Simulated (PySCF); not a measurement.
# [La(PH3)]3+: other functionals and bases at one geometry

One table from this session's results is given with a row withheld; the runs are named, their logs left out.

Computed with PySCF 2.14.0. Level: several levels, as the steps say, no spin–orbit coupling.

1 further run of the same task is left out (for a known fault of the program).

### Starting geometry

5 atoms, charge 3, spin multiplicity 1.

Bond lengths: La1–P2 3.064 Å, P2–H3 1.426 Å, P2–H4 1.426 Å, P2–H5 1.426 Å. Angles: La1–P2–H3 112.3°, La1–P2–H4 112.3°, La1–P2–H5 112.3°, H3–P2–H4 106.5°, H3–P2–H5 106.5°, H4–P2–H5 106.5°.

Geometry (Å):

```xyz
5
charge 3, multiplicity 1
La    0.00000    0.00000   -0.53280
P     0.00000    0.00000    2.53104
H     1.31931   -0.00001    3.07233
H    -0.65965    1.14255    3.07233
H    -0.65966   -1.14255    3.07233
```

Formal oxidation states: La +3. The 4f shell is empty and lies in the core potential. An earlier session relaxed this geometry at PBE0, La lcecp-1-SVP with ECP46, P def2-SVP, H def2-SVP (singlet, point group C3v).

At PBE0 on the finer grid: E = -373.215862 Eh, HOMO -23.40 eV, LUMO -18.93 eV, Mulliken charge on La1 +2.36 e, largest force component 0.008 eV/Å. The large-core potential holds the 4f shell empty.

Levels to run: CAM-B3LYP; TPSS; PBE0, TZVP. Hardware: 2 threads of Arm Neoverse V1, shared host.

The first run:

The input, run.py (the lines that set the calculation):

```python
mol = gto.M(atom='''
La     0.00000     0.00000    -0.53280
P      0.00000     0.00000     2.53104
H      1.31931    -0.00001     3.07233
H     -0.65965     1.14255     3.07233
H     -0.65966    -1.14255     3.07233''',
    basis={'La': 'lcecp-1-SVP', 'P': 'def2-SVP', 'H': 'def2-SVP'},
    ecp={'La': 'lcecp-1-SVP'},
    charge=3, spin=0)
mf = dft.RKS(mol, xc='CAMB3LYP')
mf.grids.atom_grid = (75, 302)  # f atoms: unpruned, at least (60, 302)
mf = mf.density_fit()  # fitting sets: La AutoAux, P def2-universal-JKFIT, H def2-universal-JKFIT
mf.conv_tol = 1e-08; mf.max_cycle = 55
mf.kernel(dm0)  # dm0: the density of the relaxed state
```

On the command line:

```
> OMP_NUM_THREADS=2 python run.py
```

Among the steps run: CAM-B3LYP; TPSS; PBE0, TZVP.

One of the session's tables, all rows but one given; the rest of the session is left out.

| level | HOMO (eV) | gap (eV) | charge on La1 (e) | dipole (D) | largest force component (eV/Å) |
| --- | --- | --- | --- | --- | --- |
| PBE0 (relaxed here) | -23.40 | 4.47 | 2.36 | 1.31 | 0.01 |
| CAM-B3LYP | -24.50 | 6.60 | 2.37 | 0.90 | 0.12 |
| TPSS | -22.50 | 2.82 | 2.35 | 1.47 | 0.17 |
| PBE0, TZVP | ? | ? | ? | ? | ? |

Q: Estimate the row for PBE0, TZVP from the others.

As computed: HOMO (eV): -23.28; gap (eV): 4.42; charge on La1 (e): 2.40; dipole (D): 1.45; largest force component (eV/Å): 0.18. In the column «HOMO (eV)» it lies between PBE0 (relaxed here) (-23.40) and TPSS (-22.50).

The dipole of a charged species depends on the origin, so these sizes hold for this origin alone.

In one basis the HOMO–LUMO gap runs from 2.82 eV (TPSS) to 6.60 eV (CAM-B3LYP). The largest leftover force, 0.18 eV/Å with PBE0, TZVP, stands at a geometry relaxed at another level. With 4f in the core, its levels are missing from HOMO and gap, and its count is fixed, so no charge can pass from the ligands into it. Total energies of different levels can't be compared.
